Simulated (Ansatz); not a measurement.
The system is TaAs.

```
CELL_PARAMETERS angstrom
-1.72181 1.72181 5.86794
1.72181 -1.72181 5.86794
1.72181 1.72181 -5.86794
ATOMIC_POSITIONS crystal
Ta 0.49997 0.49997 0.00000
Ta 0.24997 0.74997 0.50000
As 0.08263 0.08263 0.00000
As 0.83263 0.33263 0.50000
```

The cell is a database's computed one.

Base run:

| Property | Result |
| --- | --- |
| Program | Ansatz 0.2.0 |
| Functional | PBEsol |
| Potentials or basis | all-electron LAPW, scalar-relativistic |
| Cutoff | 272 eV (chosen from the basis error) |
| Basis error allowed | 0.002 eV/atom |
| k mesh | 11 × 11 × 11 |
| Occupations | fermi-dirac, width 0.05 eV |
| Spin | no spin polarisation |

Its results: band gap on the k mesh none (metal or under the smearing width); pressure -3.8 GPa; largest force 0.022 eV/Å.

Task: The run is repeated on the same cell with these changes: hubbard terms from none to Ta d U = 2 eV. What comes out?

Result: Band gap on the k mesh none (metal or under the smearing width); pressure -2.7 GPa; largest force 0.018 eV/Å.

Caveats: the density of states is complete only up to the lowest level of the last band computed; U is the effective U less J, on atomic orbitals that reach past the spheres (some runs); U without spin polarisation on a metal has little footing (some runs); the U is typed as a test and isn't derived for this compound (some runs).
